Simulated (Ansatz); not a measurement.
**NbCu: relaxation of cell and atoms with PBEsol**

Crystal: NbCu.

```xyz
2
Lattice="0.0000 2.5622 2.5622 2.5622 0.0000 2.5622 2.5622 2.5622 0.0000" Properties=species:S:1:pos:R:3 pbc="T T T"
Nb    0.0000    0.0000    0.0000
Cu    2.5622    2.5622    2.5622
```

The cell was built by a generator and needn't be a form met in nature.

```
Program               : Ansatz 0.2.0
Task                  : relaxation of cell and atoms
Functional            : PBEsol
Potentials or basis   : Ansatz PAW
Cutoff                : 420 eV (not typed: the program's choice for these potentials)
k mesh                : 9 × 9 × 9
Occupations           : fermi-dirac, width 0.05 eV
Spin                  : no spin polarisation
Target pressure       : 30 GPa
Target pressure (GPa) : 30
```

| Item | Value |
| --- | --- |
| Relaxed volume | 14.08 Å³/atom |
| Relaxed cell | a = 3.415 Å, b = 3.415 Å, c = 3.415 Å, α = 60.00°, β = 60.00°, γ = 60.00° |
| Space group after relaxing (to 0.05 Å) | Fm-3m (No. 225) |
| Energy change on relaxing (the enthalpy is what falls) | +160.1 meV/atom |
| Ionic steps | 5 |
| Pressure after relaxing | 30.0 GPa |
| Band gap on the k mesh | none (metal or under the smearing width) |

Step by step:
| step | energy change (eV) | largest force (eV/Å) | volume (Å³) |
| --- | --- | --- | --- |
| 1 | 0.0000 | 0.0000 | 33.64 |
| 2 | 0.1898 | 0.0000 | 28.96 |
| 3 | 0.3633 | 0.0000 | 27.94 |
| 4 | 0.3184 | 0.0000 | 28.17 |
| 5 | 0.3202 | 0.0000 | 28.17 |

Final structure:
```xyz
2
Lattice="0.0000 2.4150 2.4150 2.4150 0.0000 2.4150 2.4150 2.4150 0.0000" Properties=species:S:1:pos:R:3 pbc="T T T"
Nb    0.0000    0.0000    0.0000
Cu    2.4150    2.4150    2.4150
```

Levels at points of the mesh, in eV from the Fermi level:
```
           k point  band 12  band 13  band 14  band 15  band 16  band 17  band 18  band 19  band 20
(0.00, 0.00, 0.00)    -4.87    -4.87    -4.87     1.29     1.29     1.29     3.13     3.13     9.46
```

It took 7.1 s on 2 threads of Arm Neoverse N1 (shared host), peak memory 0.32 GiB.

Caveat: the volume moved by over 15 % at a fixed basis, so the end points are rough; the plane-wave basis is chosen anew once the cell has moved, so the energies of steps on either side of that aren't comparable; the PAW data sets come from PBE, with cores solved anew for the run's functional, which leaves a small shift of forces and pressure.
